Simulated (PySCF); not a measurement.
# C3H9Bi (BiMe3): the cost of one run

Programs: PySCF 2.14.0, with routines of our own; each step states its level. All values are computed. Atoms count from 0.

## (1) The system as given

13 atoms, charge 0, multiplicity 1; geometry from: GFN2-xTB.

## (2) NMR shieldings: PBE0/pcSseg-1 Bi:us-x2c-TZVPall-2c, spin–orbit

What the job is given:

```
{"job": {"xc": "PBE0", "basis": {"default": "pcSseg-1", "Bi": "us-x2c-TZVPall-2c"}, "rel": "so", "kind": "hnmr"}, "charge": 0, "multiplicity": 1}
Bi     0.011590     0.007420     1.313090
C      1.882080    -0.001830     0.030580
H      2.528280     0.822020     0.303050
H      1.599180     0.098870    -1.006710
H      2.418080    -0.932760     0.161740
C     -0.939830     1.630190     0.046910
H     -0.800850     1.386140    -0.996130
H     -0.476770     2.586200     0.253500
H     -1.999210     1.694290     0.258920
C     -0.941070    -1.627290     0.062560
H     -2.014010    -1.617480     0.199320
H     -0.553850    -2.595630     0.351510
H     -0.713620    -1.450130    -0.978350
```

Level: PBE0/pcSseg-1 Bi:us-x2c-TZVPall-2c GIAO NMR shielding, X2C with spin-orbit coupling, screened-nuclear two-electron part, Gaussian nuclei, gas phase.

Run with:

```bash
OMP_NUM_THREADS=1 python heavy_run.py task.json out
```

The driver reads the jobs from task.json and runs them one after another.

Q: Estimate the wall time and peak memory of this first job on 1 thread of Intel Xeon Platinum 8375C at 2.90GHz, shared host.

About 4.3 min, with a peak of 1.5 GiB.
